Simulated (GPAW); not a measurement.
## GaCuSe2 in GPAW: convergence with response cutoff (eV)

Input of the first run (response cutoff (eV) 10); the others differ in this setting and in those tied to it:

Contents of run.py:

```python
import numpy as np
from ase.dft.bandgap import bandgap
from ase.io import read, write
from gpaw import GPAW, PW
from gpaw.response.df import DielectricFunction

atoms = read('GaCuSe2.xyz')

calc = GPAW(mode=PW(400),
            xc='LDA',
            kpts={'size': (6, 6, 6), 'gamma': True},
            occupations={'name': 'fermi-dirac', 'width': 0.001},
            nbands=48,
            convergence={'density': 1e-06},
            maxiter=150,
            txt='gpaw.txt')
atoms.calc = calc
energy = atoms.get_potential_energy()
calc.write('gs.gpw')
write('result.traj', atoms)
print(f'Energy: {energy:.6f} eV')
print('Fermi level:', round(calc.get_fermi_level(), 4), 'eV')
print(f'Gap: {bandgap(calc)[0]:.4f} eV, direct: {bandgap(calc, direct=True)[0]:.4f} eV')

for size in [(3, 3, 3)]:
    name = 'x'.join(str(n) for n in size)
    dense = calc.fixed_density(kpts={'size': size, 'gamma': True},
                               nbands=128, convergence={'bands': 122, 'eigenstates': 1e-7},
                               update_fermi_level=True, txt=f'dense-{name}.txt')
    dense.write(f'{name}.gpw', mode='all')
    df = DielectricFunction(f'{name}.gpw', frequencies=np.array([0.0]), hilbert=False, eta=0.001,
                            ecut=10, nbands=122, intraband=False, txt=f'df-{name}.txt')
    for xc in ['RPA']:
        for direction in ['x', 'y', 'z', [0, 1, 1], [1, 0, 1], [1, 1, 0]]:
            e0, e = df.get_macroscopic_dielectric_constant(xc=xc, direction=direction)
            print(f'{name} {xc} {direction}: {e0:.4f} without, {e:.4f} with local fields')
```

File GaCuSe2.xyz:

```xyz
8
Lattice="-2.8095500000 2.8095500000 5.5130000000 2.8095500000 -2.8095500000 5.5130000000 2.8095500000 2.8095500000 -5.5130000000" Properties=species:S:1:pos:R:3 pbc="T T T"
Se     1.4047750000     -1.4012911580      4.1347500000
Se     1.4012911580      1.4047750000      6.8912500000
Se     1.4047750000      4.2108411580     -1.3782500000
Se     1.4082588420      1.4047750000      1.3782500000
Ga     2.8095500000      0.0000000000      2.7565000000
Ga     0.0000000000      0.0000000000      5.5130000000
Cu     0.0000000000      2.8095500000      2.7565000000
Cu     0.0000000000      0.0000000000      0.0000000000
```

Potentials or basis: the program's PAW data sets (release 1.2.1) made for this functional, pw.

Run with:

```console
$ OMP_NUM_THREADS=1 python run.py
```

Hardware: 1 thread of Arm Neoverse V2 (shared host).

| response cutoff (eV) | dielectric constant | SCF cycles | CPU time (s) | peak memory (GiB) |
| --- | --- | --- | --- | --- |
| 10 | 1336.944 | 13 | 230 | 0.63 |
| 20 | 1312.902 | 13 | 230 | 0.64 |
| 30 | 1305.369 | 13 | 230 | 0.64 |
| 50 | 1276.605 | 13 | 230 | 0.65 |
| 80 | 1243.439 | 13 | 230 | 0.67 |
| 120 | 1235.751 | 13 | 230 | 0.7 |
| 160 | 1235.152 | 13 | 230 | 0.76 |

Not settled before the last step: the dielectric constant (to 0.05). The tightest run that finished is the yardstick and may itself not be fully converged.

Caveat, for the tightest run too: the k mesh is coarse (spacing up to 0.53 Å⁻¹), so the values aren't converged; the gap is small at this level, which inflates the dielectric constant; the long-wavelength limit can be off by several per cent where d states take part; an odd mesh through Γ misses points on the zone boundary, where band edges often lie.
